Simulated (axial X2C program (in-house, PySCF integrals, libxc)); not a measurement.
**NAsN²⁺: bond lengths and stretches, held linear**

One table from this session's results is given with a row withheld; the runs are named, their logs left out.

Method: all-electron X2C, two-component (2c) or spin-free, N dyall-av3z, As dyall-v3z; program: an in-house X2C program for linear molecules on PySCF integrals.

All values are calculated.

2 further runs of the same task are left out: 2 set aside as unsound or not needed.

Set-up of the first run:

task.json

```json
{"zs": [7, 33, 7], "q": 2, "bas": ["dyall-av3z", "dyall-v3z", "dyall-av3z"], "r0": [1.74, 1.74], "symm": 1, "scan": ["PBE0", "HF", "PBE"], "levels": ["PBE0", "HF", "BHandHLYP"], "nst": 2}
```

Keys: zs atomic numbers; q charge; bas basis sets; r0 starting distance in Å; symm equal bonds; scan levels of the two-bond scan; levels methods; nst determinants followed.

Launch:

```bash
python solin.py task.json out
```

Masses N 14.003, As 74.922, N 14.003 u.

Among the steps run: Scan at PBE0, 2c; Scan at PBE, 2c; Scan at PBE0, spin-free.

One of the session's tables, all rows but one given; the rest of the session is left out.

| level | r(N–As) (Å) | r(As–N) (Å) | lower stretch (cm⁻¹) | upper stretch (cm⁻¹) |
| --- | --- | --- | --- | --- |
| PBE0, 2c | 1.844 | 1.844 | 325.0 | 517.6 |
| PBE, 2c | ? | ? | ? | ? |
| PBE0, spin-free | 1.841 | 1.841 | 312.0 | 520.0 |
| PBE, spin-free | 1.851 | 1.851 | 327.4 | 558.3 |

**Question.** Estimate the row for PBE, 2c.

**Answer.** r(N–As) (Å): 1.852; r(As–N) (Å): 1.852; lower stretch (cm⁻¹): 337.6; upper stretch (cm⁻¹): 554.9. In the column «r(N–As) (Å)» it is the highest.

Scans not shown above were run alike.

Limits of these values: A multiply charged ion may be only metastable. The molecule was held linear; bending was not examined, so a bent shape may lie lower. Note: functional without a current term on a determinant with orbital currents, of the molecule or an atom.
